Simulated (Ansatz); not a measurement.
**SnH₂Cl radical: one structure at several levels**

An exercise on one series of results from a longer session: the logs are not shown, and one member is left open.

Program: Ansatz 0.2.0, Gaussian basis. Level of theory: single points in def2-TZVPP. These are calculated values, not measurements.

Cores are frozen in the correlated methods. Filled d shells of the heavier atoms are correlated. Core potentials replace the inner electrons past krypton, and spin-orbit coupling is left out. Orbitals are unrestricted.

## Starting geometry

SMILES `[Cl][SnH2]`, 4 atoms, charge 0, spin multiplicity 2.

Atoms are counted from 1 here; the program's logs count them from 0.

Bond lengths: Cl1–Sn2 2.271 Å, Sn2–H3 2.089 Å, Sn2–H4 2.047 Å. Angles: Cl1–Sn2–H3 103.3°, Cl1–Sn2–H4 109.5°, H3–Sn2–H4 103.4°.

Geometry (Å):

```
Cl   -1.90570    0.31540   -0.66100
Sn    0.32310   -0.12000   -0.67230
H     0.52080   -1.65470    0.73170
H     1.32990    1.44100    0.18730
```

Set-up of the first run:

File run/in.yaml:

```yaml
crystal:
  periodic: [false, false, false]
  atoms:
    - {symbol: Cl, position_ang: [-1.905700, 0.315400, -0.661000]}
    - {symbol: Sn, position_ang: [0.323100, -0.120000, -0.672300]}
    - {symbol: H, position_ang: [0.520800, -1.654700, 0.731700]}
    - {symbol: H, position_ang: [1.329900, 1.441000, 0.187300]}
basis:
  gaussian: {orbitals: def2-TZVPP}
magnetization: {spin_polarized: true, initial_magnetization: 1}
correlation: {method: ccsd_t}
scf: {omitted_lower_state_checks: [cluster_reference]}
output: {forces: true}
```

The command line of these runs was not kept.

Steps of the session up to this table: CCSD(T)/def2-TZVPP; PBE0-D4/def2-TZVPP; wB97M-V/def2-TZVPP; r2SCAN-D4/def2-TZVPP; PBE-D4/def2-TZVPP; r2SCAN0-D4/def2-TZVPP; B97M-V/def2-TZVPP.

One of the session's tables, all rows but one given; the rest of the session is left out.

```
    method  RMS force component (eV/Å)  angle to CCSD(T) forces (°)  dipole (D)
   CCSD(T)                       1.330                    reference        1.79
   PBE0-D4                       1.262                          1.6        1.79
   wB97M-V                       1.356                          0.8        1.84
 r2SCAN-D4                       1.251                          3.6        1.73
    PBE-D4                           ?                            ?           ?
r2SCAN0-D4                       1.294                          1.4        1.84
    B97M-V                       1.200                          4.7        1.78
```

**Question.** Estimate the row for PBE-D4.

As computed: RMS force component (eV/Å): 1.199; angle to CCSD(T) forces (°): 10.1; dipole (D): 1.63. In the column «RMS force component (eV/Å)» it is the lowest.
